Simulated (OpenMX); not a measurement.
NiMoIrPdW:

```xyz
5
Lattice="4.1170 0.0000 0.0000 -2.0585 3.5655 0.0000 0.0000 0.0000 5.4458" Properties=species:S:1:pos:R:3 pbc="T T T"
Ni    0.0000    0.0000    5.2157
Mo    2.0585    1.1885    5.2367
Pd    2.0585    1.1885    2.5211
Ir    0.0000    2.3770    3.9521
W     0.0000    2.3770    1.2875
```

The cell was built by a generator and needn't be a form met in nature.

Base run:

- Program: OpenMX 3.8.5
- Functional: PBE
- Potentials or basis: OpenMX 2013 PBE set, Ni6.0H-s2p2d1, Mo7.0-s3p2d1, Pd7.0-s3p2d1, Ir7.0-s3p2d2, W7.0-s3p2d2, grid cutoff 500 Ry
- k mesh: 9 × 9 × 5
- Occupations: fermi-dirac, width 0.05 eV
- Spin: collinear spin, ferromagnetic start
- Starting moments: [1.0, 1.0, 0.0, 0.6, 0.0] μB

Its results: pressure 5.4 GPa; net moment 0.00 μB per cell; largest force 0.340 eV/Å.

**Question.** The run is repeated on the same cell with these changes: functional from PBE to LDA; potentials or basis from OpenMX 2013 PBE set, Ni6.0H-s2p2d1, Mo7.0-s3p2d1, Pd7.0-s3p2d1, Ir7.0-s3p2d2, W7.0-s3p2d2, grid cutoff 500 Ry to OpenMX 2013 LDA set, Ni6.0H-s3p2d2, Mo7.0-s3p2d2, Pd7.0-s3p2d2, Ir7.0-s3p2d2f1, W7.0-s3p2d2f1, grid cutoff 500 Ry. What comes out?

**Answer.** Pressure -9.5 GPa; net moment 0.00 μB per cell; largest force 0.064 eV/Å.

Caveats: the basis of atomic orbitals isn't converged, which shifts pressures, moduli and gaps; the transition metal has a single d function, too few for pressures, volumes and moments (some runs).
